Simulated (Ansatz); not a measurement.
# ZnCd3O: from a guess to a relaxed structure

The task: take a trial cell of ZnCd3O to zero force and stress.

Program: Ansatz 0.2.0. Level of theory: DFT PBE, scalar-relativistic, plane waves, PAW. These are calculated values, not measurements.

### Step 1. The structure to begin with

The structure is cubic, space group Pm-3m (No. 221). Conventional cell: a = 4.802 Å, b = 4.802 Å, c = 4.802 Å, α = 90.00°, β = 90.00°, γ = 90.00°. Zn (site symmetry m-3m) is surrounded by 6 Cd at 2.40 Å. Cd (site symmetry 4/mmm) is surrounded by 2 Zn at 2.40 Å and 8 Cd at 3.40 Å and 4 O at 3.40 Å. Around O (site symmetry m-3m) lie 12 Cd at 3.40 Å.

Coordinates:

```
CELL_PARAMETERS angstrom
4.80200 0.00000 0.00000
0.00000 4.80200 0.00000
0.00000 0.00000 4.80200
ATOMIC_POSITIONS crystal
Zn 0.50000 0.50000 0.50000
Cd 0.00000 0.50000 0.50000
Cd 0.50000 0.00000 0.50000
Cd 0.50000 0.50000 0.00000
O 0.00000 0.00000 0.00000
```

A structure generator made this guess: random cell by space group and Wyckoff sites (Pm-3m, No. 221). The dimensions are guesses.

### Step 2. Probe: one point on a coarse mesh

File input.yaml:

```yaml
crystal:
  lattice:
    - [4.80199533, 0.0, 0.0]
    - [0.0, 4.80199533, 0.0]
    - [0.0, 0.0, 4.80199533]
  atoms:
    - { symbol: Zn, position: [0.5, 0.5, 0.5] }
    - { symbol: Cd, position: [0.0, 0.5, 0.5] }
    - { symbol: Cd, position: [0.5, 0.0, 0.5] }
    - { symbol: Cd, position: [0.5, 0.5, 0.0] }
    - { symbol: O, position: [0.0, 0.0, 0.0] }
basis:
  ecutwfc: 420
kpoints:
  mp_grid: { grid: [4, 4, 4] }
hamiltonian:
  xc: pbe
scf:
  occupations: { method: gaussian, width: 0.1 }
  lower_state_search: "off"
output:
  forces: true
  stress: true
  eigenvalues: true
```

Run with:

```sh
ansatz run input.yaml --threads 1 --pin off --max-ram 2560MiB --backend cpu --events-out ev --progress --plain --runs-dir out
```

Further runs follow: spin check on a coarse mesh; coarse relaxation; final relaxation.

Before running it: what results should come out? Wanted: conventional cell; volume; energy over the elements; gap on the mesh; total moment.

**Answer**, as computed:

```
                                                              quantity                                                                      value
                                symmetry at the end (tolerance 0.05 Å)                                                space group Pm-3m (No. 221)
                                                     conventional cell  a = 5.054 Å, b = 5.054 Å, c = 5.054 Å, α = 90.00°, β = 90.00°, γ = 90.00°
                                                                volume                                                              25.82 Å³/atom
energy over the elements (uncorrected; H, N, O, F and Cl as molecules)                                                              +0.51 eV/atom
                                                       gap on the mesh                                                               none (metal)
                                                          total moment                                                               1.22 μB/cell
```

The space group Pm-3m (No. 221) is kept, and the volume per atom grows by 16.6 % from the first guess. With a positive formation energy it can't be a ground state. No finished test with a distortion of lower symmetry is shown, so the end may be a saddle point. Other magnetic orders were not searched.
